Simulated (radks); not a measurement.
**Taking charge from the 5p level of I³⁺ in fractions**

One table from this session's results is given with a row withheld; the runs are named, their logs left out.

Method: Dirac Kohn-Sham, BLYP, spin-unpolarised, spherical densities, finite nucleus; open shells are shared between the two j in proportion to 2j + 1. Code: radks (a radial shooting solver on a logarithmic mesh, Libxc functionals) version 1.

### The system

- element: iodine (Z = 53)
- charge: +3
- electrons: 50
- configuration: [Kr] 4d10 5s2 5p2
- nuclear rms radius: 4.75 fm

Outer shells as boxes (Hund's rule):

I³⁺
```
[Kr] core
4d [↑↓][↑↓][↑↓][↑↓][↑↓]
5s [↑↓]
5p [↑ ][↑ ][  ]
```

Set-up of the first run:

Settings of this run:

```text
Z 53
configuration [Kr] 4d10 5s2 5p2
relativity Dirac
functional b88,lyp
spin unpolarised
j_filling average
nucleus finite rms 4.75 fm
c 137.035999084
```

Launch:

```sh
$ python run_ks.py task.json out
```

All runs below come from this command, one after another.

Steps of the session up to this table: Start: [Kr] 4d10 5s2 5p2.

One of the session's tables, all rows but one given; the rest of the session is left out.

It belongs to the step «Start: [Kr] 4d10 5s2 5p2». Sizes of the orbitals, from the radial functions (bohr):

```
level     <r>  outermost maximum (interpolated)  90 % within  nodes
4s1/2  0.7395                             0.680         1.07      3
4p1/2  0.7719                             0.698         1.13      2
4p3/2  0.8001                             0.723         1.17      2
4d3/2  0.9098                             0.772         1.39      1
4d5/2  0.9209                             0.781         1.40      1
5s1/2   1.830                              1.65         2.63      4
5p1/2       ?                                 ?            ?      ?
5p3/2   2.141                              1.90         3.10      3
```

Estimate the missing values for 5p1/2.

**Answer.** <r>: 2.070; outermost maximum (interpolated): 1.84; 90 % within: 3.00; nodes: 3. In the column «<r>» it lies between 5s1/2 (1.830) and 5p3/2 (2.141).
